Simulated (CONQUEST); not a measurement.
# Cd in CONQUEST: convergence with smearing width

Slab: Cd, a slab with vacuum.

```xyz
8
Lattice="2.9789 0.0000 0.0000 0.0000 5.1596 0.0000 0.0000 0.0000 23.4265" Properties=species:S:1:pos:R:3 pbc="T T T"
Cd    0.0000    1.7199   15.9265
Cd    1.4894    4.2996   15.9265
Cd    0.0000    3.4397   13.1176
Cd    1.4894    0.8599   13.1176
Cd    0.0000    1.7199   10.3088
Cd    1.4894    4.2996   10.3088
Cd    0.0000    3.4397    7.5000
Cd    1.4894    0.8599    7.5000
```

The slab is cut from a database's or a generator's crystal, which needn't be the stable form of the element.

```yaml
Program: CONQUEST 1.3
Task: convergence study
Functional: PBE
Potentials_or_basis: PseudoDojo NC PBE, SZP, grid cutoff 120 Ha
k_mesh: 6 × 4 × 1
Occupations: methfessel-paxton, width 0.4 eV
Spin: no spin polarisation
```

These are the settings of the first run; the series varies smearing width, with any setting tied to it.

Hardware: 1 thread of Intel(R) Xeon(R) 6985P-C CPU @ 2.30GHz (Granite Rapids) (shared host).

The values tried are 0.4 eV, 0.3 eV, 0.2 eV, 0.1 eV, 0.05 eV, 0.025 eV, 0.01 eV, 0.005 eV, loosest first. From which on does the energy stay within 1 meV/atom of the tightest run that finished?

From 0.3 eV on.

| smearing width | energy less the tightest run (meV/atom) | largest force (eV/Å) | SCF cycles | CPU time (s) | peak memory (GiB) |
| --- | --- | --- | --- | --- | --- |
| 0.4 eV | 1.30 | 0.211 | 70 | 140 | 1.1 |
| 0.3 eV | 0.45 | 0.216 | 94 | 180 | 1.1 |
| 0.2 eV | -0.34 | 0.220 | 69 | 140 | 1.1 |
| 0.1 eV | -0.37 | 0.217 | 58 | 120 | 1.1 |
| 0.05 eV | -0.17 | 0.229 | 83 | 160 | 1.1 |
| 0.025 eV | -0.06 | 0.230 | 84 | 160 | 1.1 |
| 0.01 eV | 0.00 | 0.223 | 92 | 180 | 1.1 |
| 0.005 eV | not converged | - | - | - | - |

Not settled before the last step: the largest force (to 0.005 eV/Å). Narrower smearing needs a denser k mesh, so at a fixed mesh the narrowest width isn't the most accurate. The tightest run that finished is the yardstick and may itself not be fully converged.

Caveat, for the tightest run too: the atomic basis is small.
